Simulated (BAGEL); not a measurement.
# RI-MP2/cc-pVDZ (density fitting with qzvpp-jkfit) run of C2H6AlCl (dimethylaluminum chloride)

Aim: the energy change on altering one bond length of C2H6AlCl (dimethylaluminum chloride) at RI-MP2/cc-pVDZ (density fitting with qzvpp-jkfit), from 2 runs. 

The results are computed with BAGEL 1.2.2.

8 further runs of the same task are left out: 6 that didn't finish, 2 set aside as unsound or not needed.

## 1. The molecule

C2H6AlCl has 10 atoms, charge 0, and is taken as a singlet. As SMILES, `[CH3][Al]([CH3])[Cl]`. The coordinates come from a PBE0-D4/def2-TZVP relaxation.

Bond lengths: C1–Al2 1.942 Å, Al2–C3 1.942 Å, Al2–Cl4 2.114 Å, C1–H5 1.092 Å, C1–H6 1.095 Å, C1–H7 1.095 Å, C3–H8 1.095 Å, C3–H9 1.093 Å, C3–H10 1.094 Å. Some angles: C1–Al2–C3 125.8°, C1–Al2–Cl4 117.8°, C3–Al2–Cl4 116.4°, Al2–C1–H5 112.5°, Al2–C1–H6 110.7°, Al2–C1–H7 110.7°, Al2–C3–H8 110.7°, Al2–C3–H9 112.6°, Al2–C3–H10 110.7°, H5–C1–H6 108.1°.

## 2. A single-point energy at RI-MP2/cc-pVDZ (density fitting with qzvpp-jkfit)

The input, calc.json:

```json
{ "bagel": [

{
  "title": "molecule",
  "basis": "cc-pvdz.json",
  "df_basis": "qzvpp-jkfit",
  "angstrom": true,
  "geometry": [
    { "atom": "C", "xyz": [   -0.517700,    1.358200,   -0.989200 ] },
    { "atom": "Al", "xyz": [   -0.252300,   -0.446600,   -0.322400 ] },
    { "atom": "C", "xyz": [    0.742200,   -0.932200,    1.273500 ] },
    { "atom": "Cl", "xyz": [   -1.112300,   -2.038200,   -1.415400 ] },
    { "atom": "H", "xyz": [   -1.121400,    1.383800,   -1.898300 ] },
    { "atom": "H", "xyz": [   -1.010200,    1.981400,   -0.235400 ] },
    { "atom": "H", "xyz": [    0.443800,    1.835600,   -1.206000 ] },
    { "atom": "H", "xyz": [    0.102400,   -1.471200,    1.979300 ] },
    { "atom": "H", "xyz": [    1.158700,   -0.063300,    1.788800 ] },
    { "atom": "H", "xyz": [    1.566900,   -1.607500,    1.025200 ] }
  ]
},
{
  "title": "hf"
},
{
  "title": "mp2",
  "ncore": 12
}

]}
```

The basis set cc-pVDZ is read from a file made from the Basis Set Exchange's data (not shown).

The run is started by

```bash
$ BAGEL_NUM_THREADS=1 BAGEL calc.json > calc.out
```

Standard output:

```text
* using 1 threads per process

  ===============================================================
  ===============================================================

  *** Geometry ***

  { "atom" : "C", "xyz" : [     -0.978311,      2.566626,     -1.869317 ] },
  { "atom" : "Al", "xyz" : [     -0.476778,     -0.843952,     -0.609248 ] },
  { "atom" : "C", "xyz" : [      1.402555,     -1.761603,      2.406566 ] },
  { "atom" : "Cl", "xyz" : [     -2.101942,     -3.851640,     -2.674718 ] },
  { "atom" : "H", "xyz" : [     -2.119139,      2.615003,     -3.587267 ] },
  { "atom" : "H", "xyz" : [     -1.909001,      3.744303,     -0.444842 ] },
  { "atom" : "H", "xyz" : [      0.838660,      3.468781,     -2.279010 ] },
  { "atom" : "H", "xyz" : [      0.193508,     -2.780165,      3.740335 ] },
  { "atom" : "H", "xyz" : [      2.189626,     -0.119620,      3.380342 ] },
  { "atom" : "H", "xyz" : [      2.961012,     -3.037735,      1.937347 ] },

  Number of auxiliary basis functions:      514

  Since a DF basis is specified, we compute 2- and 3-index integrals:
    o Being stored without compression. Storage requirement is 0.036 GB

  Number of basis functions:       94
  Number of electrons      :       48

    * METHOD: MOLECULE                             0.21

  *** RHF ***

  === Nuclear Repulsion ===
   189.7622432949

      * DIIS with orbital gradients will be used.

  === RHF iteration (cc-pvdz.json) ===
      0       -780.56651462          0.01406657           0.07
      1       -780.71716238          0.00576011           0.06
      2       -780.74129451          0.00117728           0.07
      3       -780.74254631          0.00013106           0.06
      4       -780.74257513          0.00003975           0.06
      5       -780.74257780          0.00000920           0.06
      6       -780.74257789          0.00000224           0.06
      7       -780.74257790          0.00000060           0.07
      8       -780.74257790          0.00000021           0.06
      9       -780.74257790          0.00000006           0.06
     10       -780.74257790          0.00000002           0.06
     11       -780.74257790          0.00000001           0.07
    * SCF iteration converged.

    * Permanent dipole moment:
           (   -0.367363,    -0.676049,    -0.467287) a.u.

    * METHOD: HF                                   0.94

  *** RHF ***

  === Nuclear Repulsion ===
   189.7622432949

      * DIIS with orbital gradients will be used.

  === RHF iteration (cc-pvdz.json) ===
      0       -780.74257790          0.00000000           0.06
    * SCF iteration converged.

    * Permanent dipole moment:
           (   -0.367363,    -0.676049,    -0.467287) a.u.

  === DF-MP2 calculation ===

    * freezing 12 orbitals
    * 3-index integral transformation done
    * assembly done

      MP2 correlation energy:   -0.4893992786      0.03

      MP2 total energy:       -781.2319771797

    * METHOD: MP2                                  0.18

  ===============================================================
```

Run time: 1.5 s. Hardware: 1 thread of Intel Xeon 6975P-C (Granite Rapids), shared host; peak memory 0.15 GiB.

## 3. The distorted shape, same level

The input, input.json:

```json
{ "bagel": [

{
  "title": "molecule",
  "basis": "cc-pvdz.json",
  "df_basis": "qzvpp-jkfit",
  "angstrom": true,
  "geometry": [
    { "atom": "C", "xyz": [   -0.259709,    1.835664,   -0.661311 ] },
    { "atom": "Al", "xyz": [    0.005691,    0.030864,    0.005489 ] },
    { "atom": "C", "xyz": [    1.000191,   -0.454736,    1.601389 ] },
    { "atom": "Cl", "xyz": [   -1.112300,   -2.038200,   -1.415400 ] },
    { "atom": "H", "xyz": [   -0.863409,    1.861264,   -1.570411 ] },
    { "atom": "H", "xyz": [   -0.752209,    2.458864,    0.092489 ] },
    { "atom": "H", "xyz": [    0.701791,    2.313064,   -0.878111 ] },
    { "atom": "H", "xyz": [    0.360391,   -0.993736,    2.307189 ] },
    { "atom": "H", "xyz": [    1.416691,    0.414164,    2.116689 ] },
    { "atom": "H", "xyz": [    1.824891,   -1.130036,    1.353089 ] }
  ]
},
{ "title": "hf" },
{ "title": "mp2", "ncore": 12 }

]}
```

The basis set cc-pVDZ is read from a file made from the Basis Set Exchange's data (not shown).

The run is started by

```bash
$ BAGEL_NUM_THREADS=1 BAGEL input.json > input.out
```

Standard output:

```text
* using 1 threads per process

  ===============================================================
  ===============================================================

  *** Geometry ***

  { "atom" : "C", "xyz" : [     -0.490779,      3.468902,     -1.249697 ] },
  { "atom" : "Al", "xyz" : [      0.010754,      0.058325,      0.010373 ] },
  { "atom" : "C", "xyz" : [      1.890087,     -0.859326,      3.026187 ] },
  { "atom" : "Cl", "xyz" : [     -2.101942,     -3.851640,     -2.674718 ] },
  { "atom" : "H", "xyz" : [     -1.631607,      3.517279,     -2.967647 ] },
  { "atom" : "H", "xyz" : [     -1.421469,      4.646580,      0.174779 ] },
  { "atom" : "H", "xyz" : [      1.326193,      4.371057,     -1.659389 ] },
  { "atom" : "H", "xyz" : [      0.681040,     -1.877889,      4.359955 ] },
  { "atom" : "H", "xyz" : [      2.677158,      0.782657,      3.999963 ] },
  { "atom" : "H", "xyz" : [      3.448544,     -2.135459,      2.556968 ] },

  Number of auxiliary basis functions:      514

  Since a DF basis is specified, we compute 2- and 3-index integrals:
    o Being stored without compression. Storage requirement is 0.036 GB

  Number of basis functions:       94
  Number of electrons      :       48

    * METHOD: MOLECULE                             0.24

  *** RHF ***

  === Nuclear Repulsion ===
   171.0005085303

      * DIIS with orbital gradients will be used.

  === RHF iteration (cc-pvdz.json) ===
      0       -780.50440395          0.01366647           0.07
      1       -780.66741950          0.00559052           0.06
      2       -780.69428400          0.00120390           0.06
      3       -780.69573253          0.00012052           0.06
      4       -780.69575798          0.00003737           0.06
      5       -780.69576134          0.00001192           0.06
      6       -780.69576176          0.00000503           0.06
      7       -780.69576182          0.00000176           0.06
      8       -780.69576183          0.00000034           0.06
      9       -780.69576183          0.00000009           0.06
     10       -780.69576183          0.00000002           0.06
     11       -780.69576183          0.00000001           0.06
    * SCF iteration converged.

    * Permanent dipole moment:
           (   -0.958193,    -1.772446,    -1.217718) a.u.

    * METHOD: HF                                   0.92

  *** RHF ***

  === Nuclear Repulsion ===
   171.0005085303

      * DIIS with orbital gradients will be used.

  === RHF iteration (cc-pvdz.json) ===
      0       -780.69576183          0.00000000           0.06
    * SCF iteration converged.

    * Permanent dipole moment:
           (   -0.958193,    -1.772446,    -1.217717) a.u.

  === DF-MP2 calculation ===

    * freezing 12 orbitals
    * 3-index integral transformation done
    * assembly done

      MP2 correlation energy:   -0.4875846008      0.03

      MP2 total energy:       -781.1833464351

    * METHOD: MP2                                  0.17

  ===============================================================
```

Wall time 1.5 s (1 thread of Intel Xeon 6975P-C (Granite Rapids), shared host); peak memory 0.15 GiB.

## 4. Outcome

At RI-MP2/cc-pVDZ (density fitting with qzvpp-jkfit), 12 core orbitals frozen:

| quantity | value |
| --- | --- |
| first shape: total energy | -781.23198 Eh |
| first shape: correlation energy (12 core orbitals frozen) | -489.4 mEh |
| distorted shape: total energy | -781.18335 Eh |
| distorted shape: correlation energy (12 core orbitals frozen) | -487.6 mEh |
| energy change with the Al2–Cl4 bond stretched from 2.114 to 2.748 Å | 1.323 eV |

With the Al2–Cl4 bond stretched from 2.114 to 2.748 Å the energy rises by 1.32 eV (31 kcal/mol). The first shape isn't relaxed at this level, so the change isn't measured from a minimum.
